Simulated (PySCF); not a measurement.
# CH5NSSi: the cost of one run

The runs use PySCF 2.14.0, with density-fitted response routines of our own; the level of theory stands in each step. All values are computed, except where a source is named. Atoms are numbered from 0 throughout.

## Step 1: The molecule as given

9 atoms, charge 0, multiplicity 1; geometry from: PBE0-D3(BJ)/def2-SVP.

Bonds of the start (Å): N0–C1 1.27, C1–Si2 1.90, Si2–S3 2.15, N0–H4 1.03, C1–H5 1.11, Si2–H6 1.50, Si2–H7 1.49, S3–H8 1.35.

## Step 2: Nuclear shieldings: PBE0/pcSseg-2

What the job is given:

```
{"job": {"kind": "nmr", "xc": "PBE0", "basis": "pcSseg-2", "pop": false}, "charge": 0, "multiplicity": 1}
N      2.068488     0.170683    -0.273788
C      1.049741     0.161271     0.489238
Si    -0.648707    -0.571884     0.063888
S     -2.204123     0.889939     0.293238
H      1.857560    -0.292071    -1.168738
H      1.167290     0.643228     1.479288
H     -0.542869    -1.090351    -1.336304
H     -1.026460    -1.666791     1.002961
H     -1.668985     1.755820    -0.596242
```

Method: GIAO PBE0/pcSseg-2 NMR shielding, non-relativistic, gas phase.

Run with:

```sh
> OMP_NUM_THREADS=1 python probes_run.py task.json out
```

This one command runs all jobs of the session in turn.

Q: Estimate the wall time and peak memory of this first job on 1 thread of Arm Neoverse V1, shared host.

About 15 s, with a peak of 0.99 GiB.
